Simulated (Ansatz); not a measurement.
# BrH3OSi: the cost of one run

Program: Ansatz 0.2.0. Level of theory: RKS r2SCAN-D4/def2-SVP. These are calculated values, not measurements.

**1. Reference run: BrH₃OSi, relaxed**

input.yaml reads:

```yaml
crystal:
  periodic: [false, false, false]
  atoms:
    - { symbol: Si, position_ang: [-0.196843, 0.568566, 0.197243] }
    - { symbol: Br, position_ang: [1.490211, -1.53866, 0.238812] }
    - { symbol: O, position_ang: [-0.99612, -0.268687, -0.963149] }
    - { symbol: H, position_ang: [-0.137239, -1.197903, -0.859132] }
    - { symbol: H, position_ang: [0.629136, 1.760447, -0.184444] }
    - { symbol: H, position_ang: [-0.789245, 0.676138, 1.57067] }
basis:
  gaussian: { orbitals: def2-SVP }
hamiltonian:
  xc: r2scan
  dispersion: d4
output:
  forces: true
relax:
  f_tol: 0.02
  max_steps: 120
  constraints: [{ distance: [1, 3] }, { distance: [0, 1] }, { distance: [2, 3] }]
  escape_saddle: false
```

On the command line:

```console
$ ansatz run input.yaml --threads 1 --pin off --max-ram 2560MiB --backend cpu --events-out ev --progress --plain --runs-dir out
```

Q: Estimate wall time and peak memory on 1 thread of Arm Neoverse V1, shared host.

About 17 s, with a peak of 0.15 GiB.
